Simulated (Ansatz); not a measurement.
**SiAs+ (singlet): wave-function methods side by side at distance Si1–As2 = 2.095 Å, cc-pVDZ**

One table from this session's results is given with a row withheld; the runs are named, their logs left out.

The runs use Ansatz 0.2.0, Gaussian basis; cc-pVDZ, core rule «outside noble gas», up to 19 orbitals frozen.

To be run: UHF; CCSD(T) on RHF; CCSD(T) on UHF; BCCD(T) on RHF; CISD; CCSDT(Q) on RHF; CCSDT(Q) on UHF; CCSDTQ on RHF; CASSCF and MRCISD+Q, 2 electrons in 2 orbitals; CASSCF and NEVPT2, 2 electrons in 2 orbitals; CASSCF and MRCISD+Q, 8 electrons in 8 orbitals; CASSCF and NEVPT2, 8 electrons in 8 orbitals.

26 further runs of the same task are left out: 3 for a known fault of the program, 19 that didn't finish, 4 set aside as unsound or not needed.

## The geometry

The geometry derives from a PBE0/def2-TZVP stationary point (not a proven minimum). One bond is set to the value named and the two fragments are kept rigid. No spin-orbit coupling is included. The filled d shell of As may be among the frozen orbitals whatever the setting's name suggests; the logs give the count.

2 atoms, charge 1, spin multiplicity 1.

Atoms are counted from 1 here; the program's logs count them from 0.

Bond lengths: Si1–As2 2.095 Å.

The first run:

in.yaml

```yaml
crystal:
  periodic: [false, false, false]
  atoms:
    - {symbol: Si, position_ang: [0.000000, 0.000000, 0.000000]}
    - {symbol: As, position_ang: [0.000000, 0.000000, 2.095000]}
basis:
  gaussian: {orbitals: cc-pVDZ}
total_charge: 1
magnetization: {spin_polarized: true, initial_magnetization: 0}
hamiltonian: {xc: hf}
output: {orbitals: {seedname: orbitals}}
```

On the command line:

```bash
$ ansatz run in.yaml --threads 1 --pin off --events-out ev --progress --plain --max-ram 2393MiB
```

Steps of the session up to this table: UHF; CCSD(T) on RHF; CCSD(T) on UHF; BCCD(T) on RHF; CISD; CCSDT(Q) on RHF; CCSDT(Q) on UHF; CCSDTQ on RHF; CASSCF and MRCISD+Q, 2 electrons in 2 orbitals; CASSCF and NEVPT2, 2 electrons in 2 orbitals; CASSCF and MRCISD+Q, 8 electrons in 8 orbitals; CASSCF and NEVPT2, 8 electrons in 8 orbitals.

One of the session's tables, all rows but one given; the rest of the session is left out.

| method | from RCCSDTQ (kJ/mol) |
| --- | --- |
| RMP2 | +108.1 |
| CISD | +76.6 |
| RCCSD | +54.8 |
| RCCSD(T) | +11.5 |
| BCCD(T) | +12.3 |
| RCCSDT | +8.5 |
| RCCSDT(Q) | -0.5 |
| RCCSDTQ | 0 |
| CASSCF valence | +272.4 |
| NEVPT2 valence | +63.0 |
| MRCISD valence | ? |
| MRCISD+Q valence | +3.5 |

Estimate the missing values for MRCISD valence.

**Answer.** from RCCSDTQ (kJ/mol): +20.1. In the column «from RCCSDTQ (kJ/mol)» it lies between BCCD(T) (+12.3) and RCCSD (+54.8).

Left out of the table: CASSCF pair, NEVPT2 pair, MRCISD pair, MRCISD+Q pair (the active space lost an orbital or holds another state than full CI finds).

To keep in mind: Left out of the table: RHF, UHF, UMP2, UCCSD, UCCSD(T), UCCSDT, UCCSDT(Q) (another determinant or state than the rows shown). Warnings in the runs' records: passed over end.
